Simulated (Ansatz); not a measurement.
# Ag: the cost of one run

Program: Ansatz 0.2.0. Level of theory: DFT PBEsol, scalar-relativistic, plane waves, PAW. These are calculated values, not measurements.

## 1. The structure to begin with

The structure is cubic, space group Im-3m (No. 229). The conventional cell has a = 3.311 Å, b = 3.311 Å, c = 3.311 Å, α = 90.00°, β = 90.00°, γ = 90.00°. Ag (site symmetry m-3m) has 8 Ag at 2.87 Å in its first shell of neighbours.

As a file:

```cif
data_structure
_symmetry_space_group_name_H-M 'Im-3m'
_symmetry_Int_Tables_number 229
_cell_length_a 3.3113
_cell_length_b 3.3113
_cell_length_c 3.3113
_cell_angle_alpha 90.000
_cell_angle_beta 90.000
_cell_angle_gamma 90.000
_cell_volume 36.31
loop_
_atom_site_label
_atom_site_type_symbol
_atom_site_symmetry_multiplicity
_atom_site_Wyckoff_symbol
_atom_site_fract_x
_atom_site_fract_y
_atom_site_fract_z
_atom_site_occupancy
Ag1 Ag 2 a 0.00000 0.00000 0.00000 1
```

It goes back to an entry of the Materials Project, which need not be the stable form.

The cell is taken as given, not relaxed at this level.

## 2. Zero of energy

Reference values: F = -7522.1761 eV; pressure -7.22 GPa; largest force 0.000 eV/Å; gap on the mesh none (metal). It was computed beforehand with the settings of the runs below.

## 3. Setting up a tetragonal deformation path

At fixed volume and fractional coordinates, lengths along (0.000, 0.000, 1.000) are scaled against those across it; ρ is that ratio over its starting value.

## 4. ρ = 0.707

File input.yaml:

```yaml
crystal:
  lattice:
    - [-1.8585023365, 1.8585023365, 1.3139611519]
    - [1.8585023365, -1.8585023365, 1.3139611519]
    - [1.8585023365, 1.8585023365, -1.3139611519]
  atoms:
    - { symbol: Ag, position: [0.0, 0.0, 0.0] }
basis:
  ecutwfc: 420
kpoints:
  mp_grid: { grid: [22, 22, 22] }
hamiltonian:
  xc: pbesol
scf:
  occupations: { method: gaussian, width: 0.15 }
output:
  forces: true
  stress: true
  eigenvalues: true
```

Started as:

```sh
$ ansatz run input.yaml --threads 1 --pin off --max-ram 2560MiB --backend cpu --events-out ev --progress --plain --runs-dir out
```

Q: Estimate wall time and peak memory on 1 thread of Intel Xeon at 2.50GHz (Skylake/Cascade Lake), shared host.

About 23 s, with a peak of 0.47 GiB.
